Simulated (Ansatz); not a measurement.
**SnNH2F (SMILES [NH2][Sn][F]): MP2/def2-SVP (core potential)**

Aim: the energy change on altering one bond length of SnNH2F at MP2/def2-SVP (core potential), from 2 runs. 

Program for the calculation: Ansatz 0.2.0.

69 further runs of the same task are left out: 69 set aside as unsound or not needed.

## (1) The structure to begin with

SnNH2F has 5 atoms, charge 0, and is taken as a singlet. SMILES: `[NH2][Sn][F]`. The shape is that of a PBE0-D4/def2-TZVP optimisation. This is one conformer, not always the lowest.

Bond lengths: N1–Sn2 2.003 Å, Sn2–F3 1.951 Å, N1–H4 1.008 Å, N1–H5 1.010 Å. Angles: N1–Sn2–F3 92.0°, Sn2–N1–H4 126.2°, Sn2–N1–H5 121.8°, H4–N1–H5 112.0°.

## (2) A single-point energy at MP2/def2-SVP (core potential)

Input file run.yaml:

```yaml
crystal:
  periodic: [false, false, false]
  atoms:
    - symbol: N
      position_ang: [-0.302900, 0.495500, -0.393300]
    - symbol: Sn
      position_ang: [0.338900, -0.053700, 1.423200]
    - symbol: F
      position_ang: [0.966900, -1.775900, 0.754300]
    - symbol: H
      position_ang: [-0.746800, 1.369300, -0.629100]
    - symbol: H
      position_ang: [-0.206200, -0.108900, -1.196600]
basis:
  gaussian: {orbitals: def2-SVP}
correlation: {method: mp2, frozen_orbitals: {F: 1, H: 0, "N": 1, Sn: 4}}
accuracy: high
```

Command:

```console
$ ansatz run run.yaml --threads 1 --pin off --max-ram 3480MiB --events-out events.jsonl --progress --plain --runs-dir runs
```

Output:

```text
Warning: RAYON_NUM_THREADS=1 ignored (pool sized by the plan → 1); use --threads N
Functional definition: HF
  name "HF"
  exchange = exact_x
  correlation = 0
1479 factors; integrals over basis functions are off by at most 3.2e-9 eV
mean field evaluation 1: about -10018.5504 eV, gradient 4.3e1 eV
mean field evaluation 2: about -10018.6423 eV, gradient 4.3e1 eV
mean field evaluation 4: about -10022.4847 eV, gradient 2.1e0 eV
mean field evaluation 8: about -10022.5255 eV, gradient 1.7e-1 eV
mean field evaluation 16: about -10022.5256 eV, gradient 2.9e-8 eV
mean field -10022.52561279 eV, -368.3210227582 hartree, gradient 2.9e-8 eV, S^2 0.000000; 0 other end points of the search recorded, 0 dependent functions left out
6 core orbitals not correlated: weight in the atoms' cores, before any rotation towards them, 1.000 or more for the frozen orbitals, at most 0.000 for the correlated occupied ones
reference -10022.52561279 eV, -368.3210227582 hartree; 14, 14 occupied and 44, 44 virtual orbitals, 1479 factors
second order -12.36627064 eV of doubles, -0.00000000 eV of singles
Total energy: -10034.89188343 eV, -368.7754748220 hartree
```

It took 2.1 s on 1 thread of Arm Neoverse V1, shared host; peak memory 0.14 GiB.

## (3) The distorted shape at the same level

Input file input.yaml:

```yaml
basis:
  gaussian:
    orbitals: def2-SVP
crystal:
  periodic: [false, false, false]
  atoms:
    - {symbol: N, position_ang: [0.052220, -0.203541, -0.204660]}
    - {symbol: Sn, position_ang: [0.694020, -0.752741, 1.611840]}
    - {symbol: F, position_ang: [1.322020, -2.474941, 0.942940]}
    - {symbol: H, position_ang: [-0.746800, 1.369300, -0.629100]}
    - {symbol: H, position_ang: [0.148920, -0.807941, -1.007960]}
accuracy: high
correlation:
  method: mp2
  frozen_orbitals: {F: 1, H: 0, "N": 1, Sn: 4}
```

Command:

```console
$ ansatz run input.yaml --threads 1 --pin off --max-ram 3480MiB --events-out events.jsonl --progress --plain --runs-dir runs
```

Output:

```text
Warning: RAYON_NUM_THREADS=1 ignored (pool sized by the plan → 1); use --threads N
Functional definition: HF
  name "HF"
  exchange = exact_x
  correlation = 0
1480 factors; integrals over basis functions are off by at most 3.6e-9 eV
mean field evaluation 1: about -10012.7731 eV, gradient 4.5e1 eV
mean field evaluation 2: about -10012.8695 eV, gradient 4.5e1 eV
mean field evaluation 4: about -10017.8492 eV, gradient 4.0e0 eV
mean field evaluation 8: about -10017.9417 eV, gradient 5.2e-1 eV
mean field evaluation 16: about -10017.9448 eV, gradient 2.5e-8 eV
mean field -10017.94480129 eV, -368.1526810406 hartree, gradient 5.9e-8 eV, S^2 0.000000; 0 other end points of the search recorded, 0 dependent functions left out; unrestricted orbitals would lower it
6 core orbitals not correlated: weight in the atoms' cores, before any rotation towards them, 1.000 or more for the frozen orbitals, at most 0.000 for the correlated occupied ones
reference -10017.94480129 eV, -368.1526810406 hartree; 14, 14 occupied and 44, 44 virtual orbitals, 1480 factors
second order -12.94907778 eV of doubles, -0.00000000 eV of singles
Total energy: -10030.89387907 eV, -368.6285508717 hartree
```

Run time: 2.2 s. Hardware: 1 thread of Arm Neoverse V1, shared host; peak memory 0.16 GiB.

## (4) What came out

Level: MP2/def2-SVP (core potential), 6 core orbitals frozen.

| quantity | value |
| --- | --- |
| first shape: total energy | -368.77547 Eh |
| first shape: correlation energy (6 core orbitals frozen) | -454.5 mEh |
| distorted shape: total energy | -368.62855 Eh |
| distorted shape: correlation energy (6 core orbitals frozen) | -475.9 mEh |
| energy change with the N1–H4 bond stretched from 1.008 to 1.815 Å | 3.998 eV |

In words: One bond (distorted shape) is far stretched, which a spin-restricted single reference describes badly; perturbation theory on it can break down and give far too much correlation. With the N1–H4 bond stretched from 1.008 to 1.815 Å the energy rises by 4.00 eV (92 kcal/mol). The first shape isn't relaxed at this level, so the change isn't measured from a minimum. A restricted reference can't describe the breaking bond well at this length. The restricted solution (distorted shape) is unstable to spin breaking: an unrestricted one lies lower.
